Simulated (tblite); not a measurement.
# C3H8ClNSi2: the cost of one run

Programs: tblite 0.8.0 and PySCF 2.14.0, with density-fitted response routines of our own. Each step states its level of theory. These are calculated values for one molecule in the gas phase, unless marked as measured. Atoms count from 0, in the outputs and in this text.

### Step 1. Starting geometry

15 atoms, charge 0, multiplicity 1; geometry from: force field or distance geometry start.

Bonds of the start (Å): C0–C1 1.31, C1–C2 1.46, C2–N3 1.29, C1–Si4 1.82, Si4–Si5 2.24, Si5–Cl6 2.11, C0–H7 1.09, C0–H8 1.08, C2–H9 1.09, N3–H10 1.05, Si4–H11 1.47, Si4–H12 1.45, Si5–H13 1.46, Si5–H14 1.48.

### Step 2. Relaxing the molecule with GFN2-xTB

What the job is given:

```
{"job": {"kind": "relax", "xc": "GFN2-xTB", "basis": "xTB"}, "charge": 0, "multiplicity": 1}
C     -1.769400    -0.817300    -0.714500
C     -0.858600    -0.046600    -0.182800
C     -0.874300     0.430400     1.199900
N     -1.831700     0.170000     2.024400
Si     0.568500     0.433800    -1.207900
Si     2.390100     0.176600     0.076200
Cl     2.323000    -1.648700     1.133100
H     -2.643600    -1.134200    -0.143000
H     -1.648900    -1.121200    -1.745000
H     -0.055100     1.065600     1.538600
H     -2.652800    -0.436800     1.766600
H      0.391900     1.819400    -1.650100
H      0.656800    -0.402100    -2.389900
H      2.378400     1.297700     1.010500
H      3.621100     0.221600    -0.738100
```

Launch:

```console
$ OMP_NUM_THREADS=1 python probes_run.py task.json out
```

This one command runs all jobs of the session in turn.

Q: Estimate the wall time and peak memory of this first job on 1 thread of Arm Neoverse N1, shared host.

About 2.1 s, with a peak of 0.18 GiB.
